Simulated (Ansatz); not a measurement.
Run this with Ansatz 0.2.0 through its Python package and show what comes out.

`ch4bclo2si.py`:
```python
from dataclasses import dataclass
import sys

import ansatz
from ase import Atoms


@dataclass(frozen=True)
class Settings:
    basis: str = 'def2-SVP'
    functional: str = 'r2SCAN'
    dispersion: str = 'd4'


cfg = Settings()


def main() -> None:
    atoms = Atoms(['C', 'O', 'Si', 'Cl', 'B', 'O', 'H', 'H', 'H', 'H'], positions=[
        (-0.4205, -1.652, -0.2035),
        (-0.8654, -0.3604, -0.725),
        (-0.2932, 0.8725, 0.3203),
        (-1.4499, 1.4964, 1.8825),
        (1.4598, 1.781, -0.1171),
        (0.1404, 2.227, -0.5858),
        (0.6669, -1.7042, -0.1855),
        (-0.8145, -2.3802, -0.8991),
        (-0.9043, -1.7769, 0.8332),
        (2.5638, 1.4457, -0.3171),
    ])
    molecule = ansatz.Crystal.molecule_from_ase(atoms)

    calculation = (
        molecule.calculation()
        .basis(gaussian=cfg.basis)
        .functional(cfg.functional, dispersion=cfg.dispersion)
    )
    try:
        rep = calculation.run().report
    except ansatz.AnsatzError as error:
        sys.exit(f'{type(error).__name__}: {error}')

    print(f'E = {rep["free_energy_ev"]:.6f} eV = {rep["free_energy_ev"] / 27.211386246:.7f} Ha')
    print('converged:', rep['converged'], ' doubts:', rep['published_state_doubts'] or 'none')

    state = rep['mean_field']['state']
    print(f'mean field: {state["energy"]["hartree"]:.7f} Ha, <S^2> = {abs(state["spin_squared"]):.4f}, stability: {state.get("stability", {}).get("kind")}')


if __name__ == '__main__':
    main()
```

```console
$ python ch4bclo2si.py
E = -26258.509163 eV = -964.9824131 Ha
converged: True  doubts: none
mean field: -964.9801412 Ha, <S^2> = 0.0000, stability: minimum
```

Total energies depend on the basis set; only differences at equal settings carry meaning. The geometry is a force-field or estimated start, not a minimum of this method, and the basis set is short of its limit. Run time: 8 s on 1 thread of Arm Neoverse V1 (shared host), peak memory 0.24 GiB.

(Lines on the test bed's own set-up are left out of the output.)
